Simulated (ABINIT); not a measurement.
# MnPt2 (P-3m1) in ABINIT: single point with PBE

Aim: the single point of MnPt2 with PBE.

All numbers are computed with ABINIT 10.8.3 (patched build); they aren't measurements. Logs are shortened: lines on timing, memory, paths and dates and some standing lists are left out, and cuts for length are marked. The log counts tension as positive stress, the text compression.

### Step 1. The structure

The structure is trigonal, space group P-3m1 (No. 164). The conventional cell has a = 2.858 Å, b = 2.858 Å, c = 6.533 Å, α = 90.00°, β = 90.00°, γ = 120.00°. Pt (site symmetry 3m) is surrounded by 3 Mn at 2.64 Å and 9 Pt at 2.86 to 2.91 Å. Mn (site symmetry -3m) has 6 Pt at 2.64 Å and 6 Mn at 2.86 Å as nearest neighbours.

The cell comes from a database or a generator and needn't be the stable form of this composition.

### Step 2. Single point, PBE, collinear spin, ferromagnetic start

Contents of run.abi:

```
# Pseudopotentials
pp_dirpath "./"
pseudos "Pt.GGA_PBE-JTH.xml, Mn.GGA_PBE-JTH.xml"

# Structure
acell 5.4016015673 5.4016015674 12.344643468
rprim
     1.0000000000     0.0000000000     0.0000000000
    -0.5000000000     0.8660254038     0.0000000000
     0.0000000000     0.0000000000     1.0000000000
ntypat 2
znucl 78 25
natom 3
typat 1 1 2
xred
     0.6666666667     0.3333333333     0.3162060000
     0.3333333333     0.6666666667     0.6837940000
     0.0000000000     0.0000000000     0.0000000000

# Plane-wave basis
ecut 707.496042 eV
pawecutdg 48.0
pawxcdev 0

# k points
kptopt 1
ngkpt 11 11 4
nshiftk 1
shiftk 0.0 0.0 0.0

# Exchange and correlation
ixc 11

# Bands and occupations
nband 23
occopt 3
tsmear 0.00183747

# Spin
nsppol 2
spinat
     0.0000000000     0.0000000000     0.0000000000
     0.0000000000     0.0000000000     0.0000000000
     0.0000000000     0.0000000000     5.0000000000

# SCF cycle
nstep 100
tolvrs 1.0e-9

# Output
iomode 3
prtwf 0
prtden 0
prteig 0
prtebands 0
enunit 2
```

Potentials or basis: JTH PAW PBE v2.0.

On the command line:

```console
$ abinit run.abi > log 2>&1
```

run.abo:

```text
.Version 10.8.3 of ABINIT
 Symmetries : space group P-3 m 1 (#164); Bravais hP (primitive hexag.)
================================================================================
 Values of the parameters that define the memory need of the present run
     intxc =       0    ionmov =       0      iscf =      17    lmnmax =      18
     lnmax =       6     mgfft =      60  mpssoang =       3    mqgrid =    3851
     natom =       3  nloc_mem =       2    nspden =       2   nspinor =       1
    nsppol =       2      nsym =      12    n1xccc =       1    ntypat =       2
    occopt =       3   xclevel =       2
       mpw =        1996          nfft =       43740          nkpt =          58
 PAW method is used; the additional fine FFT grid is defined by:
   mgfftf=        80    nfftf =    103680
================================================================================
================================================================================

--------------------------------------------------------------------------------
------------- Echo of variables that govern the present computation ------------
--------------------------------------------------------------------------------
 -outvars: echo values of preprocessed input variables --------
            acell      5.4016015673E+00  5.4016015674E+00  1.2344643468E+01 Bohr
              amu      1.95080000E+02  5.49380500E+01
             ecut      2.60000000E+01 Hartree
           enunit           2
                       outvar_i_n : Printing only first  50 k-points.
              ixc          11
                       outvar_i_n : Printing only first  50 k-points.
         kptrlatt       11    0    0      0   11    0      0    0    4
          kptrlen      4.93785739E+01
            natom           3
            nband          23
            ngfft          27      27      60
          ngfftdg          36      36      80
             nkpt          58
           nspden           2
           nsppol           2
            nstep         100
             nsym          12
           ntypat           2
                       prtocc : prtvol=0, do not print more k-points.
                       1.000000  1.000000  1.000000  1.000000  1.000000  1.000000
                       1.000000  1.000000  1.000000  1.000000  1.000000  1.000000
                       1.000000  1.000000  1.000000  1.000000  1.000000  1.000000
                       0.000000  0.000000  0.000000  0.000000  0.000000
                       1.000000  1.000000  1.000000  1.000000  1.000000  1.000000
                       1.000000  1.000000  1.000000  1.000000  1.000000  1.000000
                       1.000000  1.000000  1.000000  1.000000  1.000000  1.000000
                       0.000000  0.000000  0.000000  0.000000  0.000000
                       1.000000  1.000000  1.000000  1.000000  1.000000  1.000000
                       1.000000  1.000000  1.000000  1.000000  1.000000  1.000000
                       1.000000  1.000000  1.000000  1.000000  1.000000  1.000000
                       0.000000  0.000000  0.000000  0.000000  0.000000
                       1.000000  1.000000  1.000000  1.000000  1.000000  1.000000
                       1.000000  1.000000  1.000000  1.000000  1.000000  1.000000
                       1.000000  1.000000  1.000000  1.000000  1.000000  1.000000
                       0.000000  0.000000  0.000000  0.000000  0.000000
                       1.000000  1.000000  1.000000  1.000000  1.000000  1.000000
[... 168 lines left out ...]
                       1.000000  1.000000  1.000000  1.000000  1.000000  1.000000
                       1.000000  1.000000  1.000000  1.000000  1.000000  0.000000
                       0.000000  0.000000  0.000000  0.000000  0.000000
                       1.000000  1.000000  1.000000  1.000000  1.000000  1.000000
                       1.000000  1.000000  1.000000  1.000000  1.000000  1.000000
                       1.000000  1.000000  1.000000  1.000000  1.000000  0.000000
                       0.000000  0.000000  0.000000  0.000000  0.000000
                       1.000000  1.000000  1.000000  1.000000  1.000000  1.000000
                       1.000000  1.000000  1.000000  1.000000  1.000000  1.000000
                       1.000000  1.000000  1.000000  1.000000  1.000000  0.000000
                       0.000000  0.000000  0.000000  0.000000  0.000000
                       1.000000  1.000000  1.000000  1.000000  1.000000  1.000000
                       1.000000  1.000000  1.000000  1.000000  1.000000  1.000000
                       1.000000  1.000000  1.000000  1.000000  1.000000  0.000000
                       0.000000  0.000000  0.000000  0.000000  0.000000
                       prtocc : prtvol=0, do not print more k-points.
           occopt           3
        pawecutdg      4.80000000E+01 Hartree
         pawxcdev           0
           prtden           0
        prtebands           0
           prteig           0
            prtwf           0
            rprim      1.0000000000E+00  0.0000000000E+00  0.0000000000E+00
                      -5.0000000000E-01  8.6602540380E-01  0.0000000000E+00
                       0.0000000000E+00  0.0000000000E+00  1.0000000000E+00
          spgroup         164
           spinat      0.0000000000E+00  0.0000000000E+00  0.0000000000E+00
                       0.0000000000E+00  0.0000000000E+00  0.0000000000E+00
                       0.0000000000E+00  0.0000000000E+00  5.0000000000E+00
           tolvrs      1.00000000E-09
           tsmear      1.83747000E-03 Hartree
            typat      1  1  2
           useylm           1
                       outvars : Printing only first  50 k-points.
           xangst      1.4292022249E+00  8.2515028932E-01  2.0656169584E+00
                      -1.7639216368E-11  1.6503005786E+00  4.4668870371E+00
                       0.0000000000E+00  0.0000000000E+00  0.0000000000E+00
[... 144 lines left out ...]
    1 Pt   2.51622     4.447659     4.124067      8.571726     0.323592
    2 Pt   2.51622     4.447659     4.124067      8.571726     0.323592
    3 Mn   2.11192     8.399491     4.725280     13.124771     3.674210
 ------------------------------------------------------------------------------------------------------------
  Sum:                17.294809    12.973415     30.268223     4.321394
 Total magnetization (from the atomic spheres):                4.321394
 Total magnetization (exact up - dn):                          4.558601

================================================================================

 ----iterations are completed or convergence reached----

 Mean square residual over all n,k,spin=   12.544E-09; max=  27.119E-06
 reduced coordinates (array xred) for    3 atoms
       0.666666666667      0.333333333333      0.316206000000
       0.333333333333      0.666666666667      0.683794000000
       0.000000000000      0.000000000000      0.000000000000
 rms dE/dt=  4.7491E-03; max dE/dt=  1.0074E-02; dE/dt below (all hartree)
    1       0.000000000000      0.000000000000     -0.010074277836
    2       0.000000000000     -0.000000000000      0.010074277836
    3       0.000000000000      0.000000000000      0.000000000000

 cartesian coordinates (angstrom) at end:
    1      1.42920222491814     0.82515028931809     2.06561695841892
    2     -0.00000000001764     1.65030057863619     4.46688703713753
    3      0.00000000000000     0.00000000000000     0.00000000000000

 cartesian forces (hartree/bohr) at end:
    1     -0.00000000000000    -0.00000000000000     0.00081608495716
    2     -0.00000000000000     0.00000000000000    -0.00081608495716
    3     -0.00000000000000    -0.00000000000000    -0.00000000000000
 frms,max,avg= 3.8470614E-04 8.1608496E-04   0.000E+00  0.000E+00  0.000E+00 h/b

 cartesian forces (eV/Angstrom) at end:
    1     -0.00000000000000    -0.00000000000000     0.04196477576206
    2     -0.00000000000000     0.00000000000000    -0.04196477576206
    3     -0.00000000000000    -0.00000000000000    -0.00000000000000
 frms,max,avg= 1.9782385E-02 4.1964776E-02   0.000E+00  0.000E+00  0.000E+00 e/A
 length scales=  5.401601567300  5.401601567400 12.344643468000 bohr
              =  2.858404449854  2.858404449907  6.532503995556 angstroms
 Fermi (or HOMO) energy (hartree) =   0.30390   Average Vxc (hartree)=  -0.44052
 Magnetization (Bohr magneton)=  4.55859377E+00
 Total spin up =  1.97792969E+01   Total spin down =  1.52207031E+01
 Eigenvalues (hartree) for nkpt=  58  k points, SPIN UP:
 kpt#   1, nband= 23, wtk=  0.00207, kpt=  0.0000  0.0000  0.0000 (reduced coord)
  -2.67490   -1.52466   -1.52429   -1.52429   -0.03830    0.04726    0.08861    0.17106
   0.17106    0.18044    0.18044    0.18725    0.19323    0.19323    0.20768    0.22399
   0.24558    0.24558    0.26398    0.26398    0.27378    0.27378    0.67477
      occupation numbers for kpt#   1
   1.00000    1.00000    1.00000    1.00000    1.00000    1.00000    1.00000    1.00000
   1.00000    1.00000    1.00000    1.00000    1.00000    1.00000    1.00000    1.00000
   1.00000    1.00000    1.00000    1.00000    1.00000    1.00000    0.00000
 prteigrs : prtvol=0 or 1, do not print more k-points.

 Eigenvalues (hartree) for nkpt=  58  k points, SPIN DOWN:
 kpt#   1, nband= 23, wtk=  0.00207, kpt=  0.0000  0.0000  0.0000 (reduced coord)
  -2.52351   -1.37825   -1.37483   -1.37483   -0.02932    0.05229    0.11758    0.18718
   0.18718    0.18868    0.18868    0.20356    0.21615    0.23510    0.23510    0.27028
   0.27028    0.33123    0.35377    0.35377    0.38525    0.38525    0.68869
      occupation numbers for kpt#   1
   1.00000    1.00000    1.00000    1.00000    1.00000    1.00000    1.00000    1.00000
   1.00000    1.00000    1.00000    1.00000    1.00000    1.00000    1.00000    1.00000
   1.00000    0.00000    0.00000    0.00000    0.00000    0.00000    0.00000
 prteigrs : prtvol=0 or 1, do not print more k-points.

 Fermi (or HOMO) energy (eV) =   8.26967   Average Vxc (eV)= -11.98725
 Eigenvalues (   eV  ) for nkpt=  58  k points, SPIN UP:
 kpt#   1, nband= 23, wtk=  0.00207, kpt=  0.0000  0.0000  0.0000 (reduced coord)
 -72.78773  -41.48811  -41.47791  -41.47791   -1.04220    1.28597    2.41113    4.65490
   4.65490    4.90993    4.90993    5.09545    5.25802    5.25802    5.65119    6.09514
   6.68252    6.68252    7.18321    7.18321    7.44993    7.44993   18.36134
 prteigrs : prtvol=0 or 1, do not print more k-points.

 Eigenvalues (   eV  ) for nkpt=  58  k points, SPIN DOWN:
 kpt#   1, nband= 23, wtk=  0.00207, kpt=  0.0000  0.0000  0.0000 (reduced coord)
 -68.66815  -37.50396  -37.41105  -37.41105   -0.79789    1.42284    3.19956    5.09351
   5.09351    5.13430    5.13430    5.53921    5.88162    6.39744    6.39744    7.35460
   7.35460    9.01333    9.62663    9.62663   10.48306   10.48306   18.74032
 prteigrs : prtvol=0 or 1, do not print more k-points.

--- !EnergyTerms
iteration_state     : {dtset: 1, }
comment             : Components of total free energy in Hartree
kinetic             :  2.86431180919086E+01
hartree             :  3.44069907862408E+01
xc                  : -9.46512486731765E+00
Ewald energy        : -1.23860515260210E+02
psp_core            :  1.05054031538261E+01
local_psp           : -9.59901483798396E+01
PAW spherical_terms : -3.12472684891668E+00
internal            : -1.58885003324308E+02
'-kT*entropy'       : -6.96511925892357E-04
total_energy        : -1.58885699836234E+02
total_energy_eV     : -4.32350014720676E+03
...

--- !EnergyTermsDC
iteration_state     : {dtset: 1, }
comment             : '"Double-counting" decomposition of free energy'
band_energy         : -8.88879655896350E+00
Ewald energy        : -1.23860515260210E+02
psp_core            :  1.05054031538261E+01
xc_dc               : -3.23687295127120E+01
PAW spherical_terms : -4.27237929348973E+00
internal            : -1.58885017471549E+02
'-kT*entropy'       : -6.96511925892357E-04
total_energy_dc     : -1.58885713983475E+02
total_energy_dc_eV  : -4.32350053217279E+03
...

--- !EnergyTermsWithPAWCore
iteration_state     : {dtset: 1, }
comment             : 'Components of total free energy, including PAW core contributions'
Total energy        : -3.79861409196340E+04
Total energy DC     : -3.79861409337813E+04
Total energy (eV)   : -1.03365555255843E+06
Total energy DC (eV): -1.03365555294339E+06
...

 Cartesian components of stress tensor (hartree/bohr^3)
  sigma(1 1)=  3.21155084E-05  sigma(3 2)=  0.00000000E+00
  sigma(2 2)=  3.21155059E-05  sigma(3 1)=  0.00000000E+00
  sigma(3 3)= -5.58973349E-05  sigma(2 1)=  3.60312547E-13

-Cartesian components of stress tensor (GPa)         [Pressure= -8.1728E-02 GPa]
- sigma(1 1)=  9.44870879E-01  sigma(3 2)=  0.00000000E+00
- sigma(2 2)=  9.44870806E-01  sigma(3 1)=  0.00000000E+00
- sigma(3 3)= -1.64455637E+00  sigma(2 1)=  1.06007611E-08

== END DATASET(S) ==============================================================
================================================================================

 -outvars: echo values of variables after computation  --------
            acell      5.4016015673E+00  5.4016015674E+00  1.2344643468E+01 Bohr
           etotal     -1.5888571398E+02
            fcart     -0.0000000000E+00 -5.7560685474E-29  8.1608495716E-04
                      -0.0000000000E+00  5.7560685474E-29 -8.1608495716E-04
                      -0.0000000000E+00 -0.0000000000E+00 -0.0000000000E+00
            rprim      1.0000000000E+00  0.0000000000E+00  0.0000000000E+00
                      -5.0000000000E-01  8.6602540380E-01  0.0000000000E+00
                       0.0000000000E+00  0.0000000000E+00  1.0000000000E+00
           strten      3.2115508407E-05  3.2115505947E-05 -5.5897334929E-05
                       0.0000000000E+00  0.0000000000E+00  3.6031254711E-13
           xangst      1.4292022249E+00  8.2515028932E-01  2.0656169584E+00
                      -1.7639216368E-11  1.6503005786E+00  4.4668870371E+00
                       0.0000000000E+00  0.0000000000E+00  0.0000000000E+00
             xred      6.6666666667E-01  3.3333333333E-01  3.1620600000E-01
                       3.3333333333E-01  6.6666666667E-01  6.8379400000E-01
                       0.0000000000E+00  0.0000000000E+00  0.0000000000E+00
 Calculation completed.
```

Run time: 7.1 min. Hardware: 1 thread of Arm Neoverse V2, shared host; peak memory 0.28 GiB.

Results:

- Free energy: -4323.5005 eV
- Pressure: -0.1 GPa
- Largest force: 0.042 eV/Å
- Band gap on the k mesh: none (metal or under the smearing width)
- Net moment: 4.56 μB per cell
- Site moments: Pt +0.32; Mn +3.67 μB
- Valence electrons inside the program's atomic spheres: Pt 8.57; Mn 13.12

Forces on the atoms (eV/Å):
```
Pt   0.000  0.000  0.042
Pt   0.000  0.000 -0.042
Mn   0.000  0.000  0.000
```

### Step 3. The reference run

An earlier run on the cell as given: functional PBE; potentials or basis JTH PAW PBE v2.0; cutoff 707 eV; k mesh 11 × 11 × 4; occupations fermi-dirac, width 0.05 eV; collinear spin, ferromagnetic start; starting moments [0.0, 0.0, 4.0] μB.

* Pressure: -0.1 GPa
* Largest force: 0.042 eV/Å
* Band gap on the k mesh: none (metal or under the smearing width)
* Net moment: 4.56 μB per cell
* Site moments: Pt +0.32; Mn +3.67 μB
* Valence electrons inside the program's atomic spheres: Pt 8.57; Mn 13.12
